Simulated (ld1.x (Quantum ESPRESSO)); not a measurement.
# Potentials for N that differ in a few settings

Aim: generate and test one potential in full, then change a few of its settings and see what happens to hardness, ghosts and transferability.

Program: ld1.x (Quantum ESPRESSO) 7.5. Reference atom: revPBE, non-relativistic, spherical and spin-unpolarised. All values are calculated.

## 1. The design

Typed settings, in words:

```json
{"element": "nitrogen (N, Z = 7)", "type": "norm-conserving Troullier–Martins (semilocal form)", "frozen core": "[He]", "valence charge": "5", "reference configuration": "2s2 2p1.5 (charge +1.5)", "partial waves": "2p (bound): rc 1.14 bohr; 2s (bound): rc 1.10 bohr", "local potential": "the s channel", "core correction": "Bessel-smoothed model core, default radius (core density twice the valence density)"}
```

The nodes and maxima of the atom's own shells, from an earlier all-electron run, set the scale for the radii.

All-electron outer shells of the reference configuration (revPBE, non-relativistic, ld1.x):

```
shell  level (eV)  outermost node (bohr)  outermost maximum (bohr)
   1s     -412.18                      –                      0.15
   2s      -40.52                   0.32                      0.98
   2p      -28.67                      –                      0.90
   3d       -4.69                      –                      3.83
```

## 2. The first potential

Contents of N.in:

```
 &input
   title='N', zed=7., rel=0, dft='REVPBE', iswitch=3,
   config='[He] 2s2 2p1.5',
   nld=2, rlderiv=1.25, eminld=-5.0, emaxld=5.0, deld=0.02
 /
 &inputp
   pseudotype=1, tm=.true., lloc=0,
   nlcc=.true., new_core_ps=.true.,
   file_pseudopw='N.pp', file_wfcaegen='ae.wfc', file_wfcncgen='nc.wfc'
 /
2
2P  2  1   1.50   0.00  1.14  1.14  0.0
2S  1  0   2.00   0.00  1.10  1.10  0.0
 &test
   configts(1)='2s2 2p1.5'
 /
```

Run with:

```bash
$ ld1.x < N.in > N.out
```

What the program wrote to N.out (without the banner and most projector matrices):

```text
     Program LD1 v.7.5
     --------------------------- All-electron run ----------------------------

     N

     atomic number is  7.00
     dft =REVPBE   lsd =0 sic =0 latt =0  beta=0.20 tr2=1.0E-14
     Exchange-correlation= REVPBE
                           (   1   4   4   4   0   0   0)
     mesh =1085 r(mesh) =  99.89202 a.u. xmin = -7.00 dx = 0.01250
     1 Ry =  13.60569312 eV

     n l     nl                  e(Ry)          e(Ha)          e(eV)
     1 0     1S 1( 2.00)       -30.2944       -15.1472      -412.1765
     2 0     2S 1( 2.00)        -2.9781        -1.4890       -40.5187
     2 1     2P 1( 1.50)        -2.1071        -1.0535       -28.6685

     final scf error:  8.1E-15 reached in  22 iterations

     Etot =    -107.050829 Ry,     -53.525415 Ha,   -1456.500734 eV

     Ekin =     106.789109 Ry,      53.394555 Ha,    1452.939848 eV
     Encl =    -242.419102 Ry,    -121.209551 Ha,   -3298.279913 eV
     Eh   =      40.607772 Ry,      20.303886 Ha,     552.496887 eV
     Exc  =     -12.028608 Ry,      -6.014304 Ha,    -163.657556 eV

     normalization and overlap integrals

     s(1S/1S) =  1.000000  <r> =   0.2294  <r2> =    0.0712  r(max) =   0.1483
     s(2S/2S) =  1.000000  <r> =   1.2067  <r2> =    1.7320  r(max) =   0.9793
     s(2P/2P) =  1.000000  <r> =   1.2035  <r2> =    1.8110  r(max) =   0.8973

     ------------------------ End of All-electron run ------------------------

     --------------------- Generating NC pseudopotential ---------------------

      Generating local pot.: lloc=0, matching radius rcloc =   1.1000

      Computing core charge for nlcc:

       r > 0.43 : true rho core
      Core charge pseudized with two Bessel functions
      Integrated core pseudo-charge :   1.21

      Wfc   2P  rcut= 1.138  Using Troullier-Martins method

     ------------------- End of pseudopotential generation -------------------

     [... the all-electron block is printed once more ...]


     Computing logarithmic derivative in   1.24964
     Computing logarithmic derivative in   1.24964
     Computing the partial wave expansion
       no projector for channel:   0
     R is outside the sphere for l=    1 j= 0.00

     ---------------------- Testing the pseudopotential ----------------------

     N

     atomic number is  7.00   valence charge is  5.00
     dft =REVPBE   lsd =0 sic =0 latt =0  beta=0.20 tr2=1.0E-14
     mesh =1085 r(mesh) =  99.89202 xmin = -7.00 dx = 0.01250

     n l     nl             e AE (Ry)        e PS (Ry)    De AE-PS (Ry)
     1 0     2S   1( 2.00)       -2.97807       -2.97807        0.00000
     2 1     2P   1( 1.50)       -2.10709       -2.10709       -0.00000

     eps = 9.2E-15  iter =  6

     Etot =    -107.050829 Ry,     -53.525415 Ha,   -1456.500734 eV
     Etotps =   -20.809625 Ry,     -10.404812 Ha,    -283.129365 eV

     Ekin =       6.057288 Ry,       3.028644 Ha,      82.413607 eV
     Encl =     -29.320708 Ry,     -14.660354 Ha,    -398.928556 eV
     Ehrt =       9.221869 Ry,       4.610935 Ha,     125.469926 eV
     Ecxc =      -6.768074 Ry,      -3.384037 Ha,     -92.084343 eV
     (Ecc =      -3.317724 Ry,      -1.658862 Ha,     -45.139940 eV)

     ---------------------- End of pseudopotential test ----------------------
```

It took 0.5 s on 1 thread, shared host. (Generation and the later configuration tests together.)

Partial waves on a coarse radial grid (AE all-electron, PS pseudo):

```csv
r (bohr),2p AE,2p PS,2s AE,2s PS
0.057,0.0323,0.0158,-0.3317,0.0536
0.114,0.1071,0.0620,-0.4208,0.1080
0.171,0.2018,0.1344,-0.3721,0.1640
0.228,0.3024,0.2271,-0.2499,0.2223
0.285,0.4007,0.3322,-0.0939,0.2838
0.342,0.4921,0.4412,0.0718,0.3490
0.399,0.5741,0.5460,0.2328,0.4180
0.456,0.6454,0.6400,0.3810,0.4907
0.513,0.7063,0.7187,0.5124,0.5657
0.570,0.7573,0.7802,0.6255,0.6414
0.627,0.7986,0.8247,0.7199,0.7148
0.684,0.8305,0.8543,0.7959,0.7825
0.741,0.8534,0.8719,0.8547,0.8412
0.798,0.8683,0.8804,0.8977,0.8880
0.855,0.8759,0.8826,0.9265,0.9212
0.912,0.8770,0.8799,0.9428,0.9407
0.969,0.8725,0.8734,0.9485,0.9479
1.026,0.8631,0.8632,0.9449,0.9448
1.083,0.8496,0.8496,0.9337,0.9337
1.140,0.8327,0.8327,0.9161,0.9161
1.197,0.8129,0.8129,0.8935,0.8935
1.254,0.7908,0.7908,0.8667,0.8667
1.311,0.7670,0.7670,0.8369,0.8369
1.368,0.7417,0.7417,0.8048,0.8048
1.425,0.7155,0.7155,0.7711,0.7711
1.482,0.6886,0.6886,0.7363,0.7363
```

## 3. Transferability test

Contents of N.test.in:

```
 &input
   title='N', zed=7., rel=0, dft='REVPBE', iswitch=2,
   config='[He] 2s2 2p1.5'
 /
 &test
   file_pseudo='N.pp', nconf=8,
   configts(1)='2s2 2p1.5',
   configts(2)='2s2 2p3',
   configts(3)='2s2 2p2',
   configts(4)='2s2 2p1',
   configts(5)='2s1 2p0',
   configts(6)='2s2 2p0',
   configts(7)='2s2 2p2.5',
   configts(8)='2s2 2p3.3'
 /
```

Run with:

```bash
$ ld1.x < N.test.in > N.test.out
```

N.test.out, the pseudopotential blocks:

```text
     ---------------------- Testing the pseudopotential ----------------------

     N

     atomic number is  7.00   valence charge is  5.00
     dft =REVPBE   lsd =0 sic =0 latt =0  beta=0.20 tr2=1.0E-14
     mesh =1085 r(mesh) =  99.89202 xmin = -7.00 dx = 0.01250

     n l     nl             e AE (Ry)        e PS (Ry)    De AE-PS (Ry)
     1 0     2S   1( 2.00)       -2.97807       -2.97807        0.00000
     2 1     2P   1( 1.50)       -2.10709       -2.10709       -0.00000

     eps = 4.1E-16  iter = 11

     Etot =    -107.050829 Ry,     -53.525415 Ha,   -1456.500734 eV
     Etotps =   -20.809624 Ry,     -10.404812 Ha,    -283.129365 eV

     Ekin =       9.725246 Ry,       4.862623 Ha,     132.318713 eV
     Encl =     -29.320708 Ry,     -14.660354 Ha,    -398.928556 eV
     Ehrt =       9.221870 Ry,       4.610935 Ha,     125.469927 eV
     Ecxc =      -6.768074 Ry,      -3.384037 Ha,     -92.084343 eV
     (Ecc =      -3.317724 Ry,      -1.658862 Ha,     -45.139940 eV)
     Epseu=      -3.667958 Ry,      -1.833979 Ha,     -49.905105 eV

     ---------------------- End of pseudopotential test ----------------------

     ---------------------- Testing the pseudopotential ----------------------

     N

     [...]
     n l     nl             e AE (Ry)        e PS (Ry)    De AE-PS (Ry)
     1 0     2S   1( 2.00)       -1.36661       -1.36580       -0.00081
     2 1     2P   1( 3.00)       -0.51746       -0.51781        0.00035

     eps = 1.8E-15  iter = 14

     Etot =    -108.949694 Ry,     -54.474847 Ha,   -1482.336103 eV
     Etotps =   -22.709506 Ry,     -11.354753 Ha,    -308.978571 eV
     dEtot_ae =      -1.898865 Ry
     dEtot_ps =      -1.899882 Ry,   Delta E=       0.001017 Ry

     [...]
     ---------------------- End of pseudopotential test ----------------------

     ---------------------- Testing the pseudopotential ----------------------

     N

     [...]
     n l     nl             e AE (Ry)        e PS (Ry)    De AE-PS (Ry)
     1 0     2S   1( 2.00)       -2.38730       -2.38735        0.00004
     2 1     2P   1( 2.00)       -1.51658       -1.51746        0.00088

     eps = 5.6E-16  iter = 11

     Etot =    -107.954431 Ry,     -53.977216 Ha,   -1468.794866 eV
     Etotps =   -21.713504 Ry,     -10.856752 Ha,    -295.427268 eV
     dEtot_ae =      -0.903602 Ry
     dEtot_ps =      -0.903879 Ry,   Delta E=       0.000277 Ry

     [...]
     ---------------------- End of pseudopotential test ----------------------

     ---------------------- Testing the pseudopotential ----------------------

     N

     [...]
     n l     nl             e AE (Ry)        e PS (Ry)    De AE-PS (Ry)
     1 0     2S   1( 2.00)       -3.61443       -3.61350       -0.00093
     2 1     2P   1( 1.00)       -2.75125       -2.74853       -0.00271

     eps = 1.6E-16  iter =  9

     Etot =    -105.838387 Ry,     -52.919193 Ha,   -1440.004610 eV
     Etotps =   -19.597760 Ry,      -9.798880 Ha,    -266.641103 eV
     dEtot_ae =       1.212443 Ry
     dEtot_ps =       1.211865 Ry,   Delta E=       0.000578 Ry

     [...]
     ---------------------- End of pseudopotential test ----------------------

     ---------------------- Testing the pseudopotential ----------------------

     N

     [...]
     n l     nl             e AE (Ry)        e PS (Ry)    De AE-PS (Ry)
     1 0     2S   1( 1.00)       -6.43168       -6.42295       -0.00873  !
     2 1     2P   1( 0.00)       -5.68622       -5.65391       -0.03231  !

     eps = 4.4E-15  iter = 15

     Etot =     -96.667991 Ry,     -48.333995 Ha,   -1315.235016 eV
     Etotps =   -10.445706 Ry,      -5.222853 Ha,    -142.121067 eV
     dEtot_ae =      10.382839 Ry
     dEtot_ps =      10.363919 Ry,   Delta E=       0.018920 Ry

     [...]
     ---------------------- End of pseudopotential test ----------------------

     ---------------------- Testing the pseudopotential ----------------------

     N

     [...]
     n l     nl             e AE (Ry)        e PS (Ry)    De AE-PS (Ry)
     1 0     2S   1( 2.00)       -5.00668       -4.99847       -0.00822  !
     2 1     2P   1( 0.00)       -4.18470       -4.16589       -0.01881  !

     eps = 5.1E-15  iter = 12

     Etot =    -102.385658 Ry,     -51.192829 Ha,   -1393.027837 eV
     Etotps =   -16.154254 Ry,      -8.077127 Ha,    -219.789818 eV
     dEtot_ae =       4.665172 Ry
     dEtot_ps =       4.655371 Ry,   Delta E=       0.009801 Ry

     [...]
     ---------------------- End of pseudopotential test ----------------------

     ---------------------- Testing the pseudopotential ----------------------

     N

     [...]
     n l     nl             e AE (Ry)        e PS (Ry)    De AE-PS (Ry)
     1 0     2S   1( 2.00)       -1.84749       -1.84715       -0.00033
     2 1     2P   1( 2.50)       -0.98441       -0.98521        0.00080

     eps = 1.3E-15  iter = 11

     Etot =    -108.577138 Ry,     -54.288569 Ha,   -1477.267214 eV
     Etotps =   -22.336656 Ry,     -11.168328 Ha,    -303.905682 eV
     dEtot_ae =      -1.526308 Ry
     dEtot_ps =      -1.527031 Ry,   Delta E=       0.000723 Ry

     [...]
     ---------------------- End of pseudopotential test ----------------------

     ---------------------- Testing the pseudopotential ----------------------

     N

     [...]
     n l     nl             e AE (Ry)        e PS (Ry)    De AE-PS (Ry)
     1 0     2S   1( 2.00)       -1.11221       -1.11115       -0.00106
     2 1     2P   1( 3.30)       -0.27360       -0.27367        0.00008

     eps = 4.0E-15  iter = 15

     Etot =    -109.067601 Ry,     -54.533800 Ha,   -1483.940305 eV
     Etotps =   -22.827477 Ry,     -11.413739 Ha,    -310.583650 eV
     dEtot_ae =      -2.016771 Ry
     dEtot_ps =      -2.017853 Ry,   Delta E=       0.001081 Ry

     [...]
     ---------------------- End of pseudopotential test ----------------------
```

Energies count from the reference configuration 2s2 2p1.5; the error is all-electron less pseudo.

| valence configuration | charge | ΔE all-electron (eV) | error AE − PS (meV) |
| --- | --- | --- | --- |
| 2s2 2p3 | 0 | -25.835 | +14 |
| 2s2 2p2 | +1 | -12.294 | +3.8 |
| 2s2 2p1 | +2 | 16.496 | +7.9 |
| 2s1 2p0 | +4 | 141.266 | +257 |
| 2s2 2p0 | +3 | 63.473 | +133 |
| 2s2 2p2.5 | +0.5 | -20.766 | +9.8 |
| 2s2 2p3.3 | -0.3 | -27.440 | +15 |

## 4. Logarithmic derivatives

Taken from the files of the generation run. The phase is arctan(r·u′/u) with u = r·R, unwrapped, with energies in Ry. A pole is an energy at which the radial function vanishes at the test radius. The pseudo phase is shifted by a multiple of π to meet the all-electron one at the reference energy. Levels narrower than the energy grid can be missing from the poles. The last column is the largest difference on the grid between −1 and +1 Ry.

| channel | radius (bohr) | reference (Ry) | poles AE | poles PS | window around the reference with phases within 0.05 rad (Ry) | largest difference near zero (rad) |
| --- | --- | --- | --- | --- | --- | --- |
| s | 1.25 | -2.98 | 2.01 | 1.84 | the whole range | 0.007 |
| p | 1.25 | -2.11 | 1.39 | 1.48 | the whole range | 0.006 |

Phases (rad) along the scan:

| E (Ry) | s AE | s PS | p AE | p PS |
| --- | --- | --- | --- | --- |
| -5.00 | 0.667 | 0.664 | 0.979 | 0.982 |
| -4.48 | 0.443 | 0.440 | 0.886 | 0.889 |
| -3.96 | 0.121 | 0.119 | 0.747 | 0.750 |
| -3.44 | -0.275 | -0.276 | 0.529 | 0.532 |
| -2.92 | -0.646 | -0.646 | 0.181 | 0.183 |
| -2.40 | -0.920 | -0.921 | -0.292 | -0.292 |
| -1.88 | -1.107 | -1.109 | -0.737 | -0.737 |
| -1.36 | -1.236 | -1.238 | -1.040 | -1.039 |
| -0.84 | -1.327 | -1.330 | -1.230 | -1.228 |
| -0.32 | -1.395 | -1.399 | -1.354 | -1.351 |
| 0.20 | -1.448 | -1.454 | -1.441 | -1.437 |
| 0.72 | -1.491 | -1.497 | -1.506 | -1.501 |
| 1.24 | -1.527 | -1.534 | -1.558 | -1.551 |
| 1.76 | -1.558 | -1.566 | -1.600 | -1.592 |
| 2.28 | -1.584 | -1.594 | -1.637 | -1.628 |
| 2.80 | -1.609 | -1.620 | -1.671 | -1.659 |
| 3.32 | -1.631 | -1.645 | -1.703 | -1.689 |
| 3.84 | -1.652 | -1.668 | -1.734 | -1.717 |
| 4.36 | -1.672 | -1.691 | -1.765 | -1.745 |
| 4.88 | -1.692 | -1.714 | -1.798 | -1.773 |

## 5. Plane-wave convergence, by spherical Bessel functions

This step uses the generator's waves and projectors in a separate script. Basis: spherical Bessel functions vanishing at 20 bohr, q² up to the cutoff; potential fixed at the reference.

All-electron valence levels (Ry): 2p -2.1071, 2s -2.9781. The lowest levels of each channel (Ry) by cutoff; the last column sums, over occupied levels, occupation times the distance from the level at 400 Ry. A positive value at high cutoff is not a bound level.

| cutoff (Ry) | p #1 | s #1 | Σ f·Δε (mRy) |
| --- | --- | --- | --- |
| 8 | -1.3511 | -2.8525 | 1385.0 |
| 18 | -1.7182 | -2.8870 | 765.5 |
| 35 | -1.9854 | -2.9611 | 216.4 |
| 60 | -2.0897 | -2.9749 | 32.3 |
| 80 | -2.1053 | -2.9756 | 7.6 |
| 100 | -2.1068 | -2.9772 | 2.3 |
| 120 | -2.1068 | -2.9779 | 0.9 |
| 160 | -2.1070 | -2.9780 | 0.3 |
| 400 | -2.1071 | -2.9781 | 0.0 |

The sum stays within 10 mRy from 80 Ry and within 1 mRy from 120 Ry. The sum leaves out empty levels, which can need more. Ghost test: no level below the all-electron spectrum of its channel (p, s tested).

## 6. Changed: waves 2p (bound): rc 1.00 bohr; core correction none …

In full, the change is: waves 2p (bound): rc 1.00 bohr; core correction none (was Bessel-smoothed model core, default radius (core density twice the valence density)).

Contents of N.in:

```
 &input
   title='N', zed=7., rel=0, dft='REVPBE', iswitch=3,
   config='[He] 2s2 2p1.5',
   nld=2, rlderiv=1.20, eminld=-5.0, emaxld=5.0, deld=0.02
 /
 &inputp
   pseudotype=1, tm=.true., lloc=0,
   nlcc=.false.,
   file_pseudopw='N.pp', file_wfcaegen='ae.wfc', file_wfcncgen='nc.wfc'
 /
2
2P  2  1   1.50   0.00  1.00  1.00  0.0
2S  1  0   2.00   0.00  1.10  1.10  0.0
 &test
   configts(1)='2s2 2p1.5'
 /
```

Run with:

```bash
$ ld1.x < N.in > N.out
```

What the program wrote to N.out (without the banner and most projector matrices):

```text
     Program LD1 v.7.5
     [... all-electron run as in step 2 ...]


     --------------------- Generating NC pseudopotential ---------------------

      Generating local pot.: lloc=0, matching radius rcloc =   1.1000

      Wfc   2P  rcut= 1.004  Using Troullier-Martins method

     ------------------- End of pseudopotential generation -------------------

     [... all-electron run as in step 2 ...]


     Computing logarithmic derivative in   1.20365
     Computing logarithmic derivative in   1.20365
     Computing the partial wave expansion
       no projector for channel:   0
     R is outside the sphere for l=    1 j= 0.00

     ---------------------- Testing the pseudopotential ----------------------

     N

     atomic number is  7.00   valence charge is  5.00
     dft =REVPBE   lsd =0 sic =0 latt =0  beta=0.20 tr2=1.0E-14
     mesh =1085 r(mesh) =  99.89202 xmin = -7.00 dx = 0.01250

     n l     nl             e AE (Ry)        e PS (Ry)    De AE-PS (Ry)
     1 0     2S   1( 2.00)       -2.97807       -2.97807        0.00000
     2 1     2P   1( 1.50)       -2.10709       -2.10709       -0.00000

     eps = 1.6E-15  iter = 16

     Etot =    -107.050829 Ry,     -53.525415 Ha,   -1456.500734 eV
     Etotps =   -17.423515 Ry,      -8.711758 Ha,    -237.059002 eV

     Ekin =       6.005186 Ry,       3.002593 Ha,      81.704719 eV
     Encl =     -29.401817 Ry,     -14.700908 Ha,    -400.032098 eV
     Ehrt =       9.227056 Ry,       4.613528 Ha,     125.540495 eV
     Ecxc =      -3.253941 Ry,      -1.626970 Ha,     -44.272119 eV

     ---------------------- End of pseudopotential test ----------------------
```

Wall time 0.49 s (1 thread, shared host). This counts the later configuration tests of the new file too.

The test run was repeated on this file; only its results are given.

The tests as a table, with energies relative to 2s2 2p1.5.

| valence configuration | charge | ΔE all-electron (eV) | error AE − PS (meV) |
| --- | --- | --- | --- |
| 2s2 2p3 | 0 | -25.835 | +18 |
| 2s2 2p2 | +1 | -12.294 | +4.5 |
| 2s2 2p1 | +2 | 16.496 | +9.6 |
| 2s1 2p0 | +4 | 141.266 | +352 |
| 2s2 2p0 | +3 | 63.473 | +185 |
| 2s2 2p2.5 | +0.5 | -20.766 | +12 |
| 2s2 2p3.3 | -0.3 | -27.440 | +19 |

With this change the loose cutoff goes from 80 Ry to 90 Ry, the largest test error goes from +257 to +352 meV and there is no bound ghost.

## 7. Results

Cutoffs, loose and tight: the cutoffs (Ry, on a coarse ladder) from which the occupation-weighted sum of valence levels, in a spherical-Bessel basis at the reference potential, stays within 10 and 1 mRy of its value at 400 Ry; empty and scattering waves don't count. The number of plane waves in a given cell goes as the cutoff to the power 3/2; it is given for the loose cutoff, relative to the first potential. Test errors are all-electron less pseudo. The phase difference is the largest within 1 Ry of zero, over the channels with partial waves.

| change | outcome | cutoff, loose | cutoff, tight | plane waves, relative | bound ghosts | largest test error (meV) | phase difference near zero (rad) |
| --- | --- | --- | --- | --- | --- | --- | --- |
| first potential | generated | 80 Ry | 120 Ry | 1.00 | none | +257 | 0.007 |
| waves 2p (bound): rc 1.00 bohr; core correction none (was Bessel-smoothed model core, default radius (core density twice the valence density)) | generated | 90 Ry | 120 Ry | 1.19 | none | +352 | 0.007 |

What this shows: The softest is the first potential, at 80 Ry; the highest cutoff read, 90 Ry, costs 1.2 times the plane waves. Among those with the same tests, the first potential has the smallest worst error, +257 meV.

The first potential by itself. The worst unpolarised test, 2s1 2p0, is off by 257 meV on 141.3 eV; by total energies transferability rates as fair for so large an energy. That test lies far up in energy; among those under 40 eV, nearer to bonding, the largest error is 15 meV. The potential is hard: the looser tolerance needs 80 Ry. It is free of bound ghosts as far as tested.
